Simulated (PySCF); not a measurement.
# Br2ClGa: the cost of one run

Computed with PySCF 2.14.0, with density-fitted response routines of our own, on a single molecule in the gas phase. Atoms are numbered from 0 throughout.

## Step 1: The starting structure

4 atoms, charge 0, multiplicity 1; geometry from: GFN2-xTB. The atoms were then displaced at random by about 0.01 Å, so the start is not that level's minimum.

Bonds of the start (Å): Cl0–Ga1 2.09, Ga1–Br2 2.27, Ga1–Br3 2.28.

## Step 2: Relaxing the molecule at PBE0-D3(BJ)/def2-SVP

Job settings and geometry (Å):

```
{"job": {"xc": "PBE0", "basis": "def2-SVP", "d3": "d3bj", "grid": 1, "shake": 0.01, "kind": "geom"}, "charge": 0, "multiplicity": 1}
Cl    -1.075480    -1.889360    -0.030630
Ga    -0.045540    -0.075000    -0.008860
Br     2.227380    -0.019630    -0.001560
Br    -1.068360     1.958610     0.008040
```

On the command line:

```bash
> OMP_NUM_THREADS=1 python probes_run.py task.json out
```

One launch serves the whole session: the jobs run in the order shown.

**Question.** How long does this first job take on 1 thread of Arm Neoverse V1, shared host, and how much memory does it need?

About 60 s, with a peak of 0.49 GiB.
